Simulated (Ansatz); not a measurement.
# SrTiO3: the cost of one run

Program: Ansatz 0.2.0. Level of theory: DFT PBE, scalar-relativistic, plane waves, PAW. These are calculated values, not measurements.

1 further run of the same task is left out (set aside as unsound or not needed).

**1. The structure to begin with**

It takes space group Pm-3m (No. 221, cubic). The conventional cell has a = 3.936 Å, b = 3.936 Å, c = 3.936 Å, α = 90.00°, β = 90.00°, γ = 90.00°. Sr (site symmetry m-3m) is surrounded by 12 O at 2.78 Å. Ti (site symmetry m-3m) has 6 O at 1.97 Å as nearest neighbours. Around O (site symmetry 4/mmm) lie 2 Ti at 1.97 Å and 4 Sr at 2.78 Å.

As a file:

```cif
data_structure
_symmetry_space_group_name_H-M 'P 1'
_symmetry_Int_Tables_number 1
_cell_length_a 3.9364
_cell_length_b 3.9364
_cell_length_c 3.9364
_cell_angle_alpha 90.000
_cell_angle_beta 90.000
_cell_angle_gamma 90.000
_cell_volume 61.00
loop_
_atom_site_label
_atom_site_type_symbol
_atom_site_fract_x
_atom_site_fract_y
_atom_site_fract_z
_atom_site_occupancy
Sr1 Sr 0.00000 0.00000 0.00000 1
Ti1 Ti 0.50000 0.50000 0.50000 1
O1 O 0.00000 0.50000 0.50000 1
O2 O 0.50000 0.00000 0.50000 1
O3 O 0.50000 0.50000 0.00000 1
```

It is the result of an earlier relaxation at this level (volume 12.20 Å³/atom; gap on the mesh: 1.84 eV).

**2. The undisturbed cell**

The input, input.yaml:

```yaml
crystal:
  lattice:
    - [3.9364035669, 0.0, 0.0]
    - [0.0, 3.9364035669, 0.0]
    - [0.0, 0.0, 3.9364035669]
  atoms:
    - { symbol: Sr, position: [0.0, 0.0, 0.0] }
    - { symbol: Ti, position: [0.5, 0.5, 0.5] }
    - { symbol: O, position: [0.0, 0.5, 0.5] }
    - { symbol: O, position: [0.5, 0.0, 0.5] }
    - { symbol: O, position: [0.5, 0.5, 0.0] }
basis:
  ecutwfc: 420
kpoints:
  mp_grid: { grid: [8, 8, 8] }
hamiltonian:
  xc: pbe
scf:
  occupations: { method: gaussian, width: 0.05 }
output:
  forces: true
  stress: true
  eigenvalues: true
  write_density: true
  write_potential: true
  elf: true
  volumetric_format: npy
```

Started as:

```console
$ ansatz run input.yaml --threads 1 --pin off --max-ram 2560MiB --backend cpu --events-out ev --progress --plain --runs-dir out
```

**Question.** How long does this run take on 1 thread of Intel Xeon Platinum 8259CL at 2.50GHz (Skylake/Cascade Lake), shared host, and how much memory does it need?

About 4.5 s, with a peak of 0.42 GiB.
